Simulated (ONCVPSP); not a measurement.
# An ONCV potential for selenium, from input to tests

Do these settings give a usable potential? It is generated, then checked for transferability, scattering, ghosts and hardness.

Method: ONCVPSP 4.0.1.1 (patched build), PBE, scalar-relativistic.

## (1) The design

Typed settings, in words:

* element: selenium (Se, Z = 34)
* type: optimised norm-conserving Vanderbilt (ONCV)
* frozen core: [Ne]
* valence charge: 24
* reference configuration: 3s2 3p6 3d10 4s1.5 4p4.5
* partial waves: 3s+4s: rc 0.90 bohr, ncon 5, nbas 9, qcut 14 1/bohr, 3 projectors, debl 1.1 Ha; 3p+4p: rc 0.85 bohr, ncon 5, nbas 10, qcut 19.1 1/bohr, 2 projectors; 3d: rc 0.85 bohr, ncon 4, nbas 8, qcut 22.1 1/bohr, local
* local potential: the d channel
* core correction: Teter function, fcfact 3.5, rcfact 1.5

An earlier all-electron run gives the scale for the radii.

All-electron outer shells of the reference configuration (PBE, scalar-relativistic, ld1.x):

```json
{"shell": "2s", "level (eV)": "-1608.01", "outermost node (bohr)": "0.06", "outermost maximum (bohr)": "0.17"}
{"shell": "2p", "level (eV)": "-1414.43", "outermost node (bohr)": "–", "outermost maximum (bohr)": "0.13"}
{"shell": "3s", "level (eV)": "-214.34", "outermost node (bohr)": "0.24", "outermost maximum (bohr)": "0.50"}
{"shell": "3p", "level (eV)": "-153.80", "outermost node (bohr)": "0.21", "outermost maximum (bohr)": "0.50"}
{"shell": "3d", "level (eV)": "-53.93", "outermost node (bohr)": "–", "outermost maximum (bohr)": "0.45"}
{"shell": "4s", "level (eV)": "-17.71", "outermost node (bohr)": "0.70", "outermost maximum (bohr)": "1.51"}
{"shell": "4p", "level (eV)": "-6.82", "outermost node (bohr)": "0.74", "outermost maximum (bohr)": "1.80"}
```

## (2) The generation run

Input file Se.dat:

```
# ATOM AND REFERENCE CONFIGURATION
# atsym  z   nc   nv     iexc    psfile
  Se 34.00    3    5        4      upf
#
#   n    l    f
    1    0    2.00
    2    0    2.00
    2    1    6.00
    3    0    2.00
    3    1    6.00
    3    2   10.00
    4    0    1.50
    4    1    4.50
#
# PSEUDOPOTENTIAL AND OPTIMIZATION
# lmax
    2
#
#   l,   rc,      ep,       ncon, nbas, qcut
    0    0.90    0.00    5    9   14.00
    1    0.85    0.00    5   10   19.10
    2    0.85    0.00    4    8   22.10
#
# LOCAL POTENTIAL
# lloc, lpopt,  rc(5),   dvloc0
    2    5    0.85    0.00
#
# VANDERBILT-KLEINMAN-BYLANDER PROJECTORs
# l, nproj, debl
    0    3    1.10
    1    2    3.30
    2    0    2.60
#
# MODEL CORE CHARGE
# icmod, fcfact, rcfact
    3    3.50    1.50
#
# LOG DERIVATIVE ANALYSIS
# epsh1, epsh2, depsh
   -9.00    5.00    0.04
#
# OUTPUT GRID
# rlmax, drl
    6.00    0.01
#
# TEST CONFIGURATIONS
# ncnf
    4
# nvcnf
#   n    l    f
    5
    3    0    2.00
    3    1    6.00
    3    2   10.00
    4    0    2.00
    4    1    4.00
#
    5
    3    0    2.00
    3    1    6.00
    3    2   10.00
    4    0    2.00
    4    1    3.00
#
    5
    3    0    2.00
    3    1    6.00
    3    2   10.00
    4    0    2.00
    4    1    2.00
#
    5
    3    0    2.00
    3    1    6.00
    3    2   10.00
    4    0    2.00
    4    1    1.00
#
```

Run with:

```
$ oncvpsp.x < Se.dat > Se.out
```

Q: Predict the outcome of this session. Wanted: cutoffs for 1 and 0.1 mHa per electron, occupied waves; bound ghosts; GHOST(+) flags; largest test error; largest phase difference near zero energy, channels read; rms error of d²Exc/dn², without and with the model core.

As calculated:

| quantity | value |
| --- | --- |
| cutoffs for 1 and 0.1 mHa per electron, occupied waves | 170 Ha and 192 Ha |
| bound ghosts | none found |
| GHOST(+) flags | s at 1366 eV |
| largest test error (AE − PS) | -3.6 meV, for 3s2 3p6 3d10 4s2 4p1 |
| largest phase difference near zero energy, channels read | 0.012 rad |
| rms error of d²Exc/dn², without and with the model core | 1.97 and 1.53 mHa |

The worst unpolarised test, 3s2 3p6 3d10 4s2 4p1, is off by 3.6 meV on 56.6 eV; by total energies transferability rates as very good. By its cutoff, 170 Ha for the looser tolerance, it is very hard. At the looser tolerance the 3d wave is the slowest; 3p needs 100 Ha. No bound ghost shows below the valence levels. Near zero energy the phases of the channels with partial waves agree within 0.012 rad. The program also flags highly localised states, GHOST(+) (s). These are tests on the free atom; a crystal test is still owed.
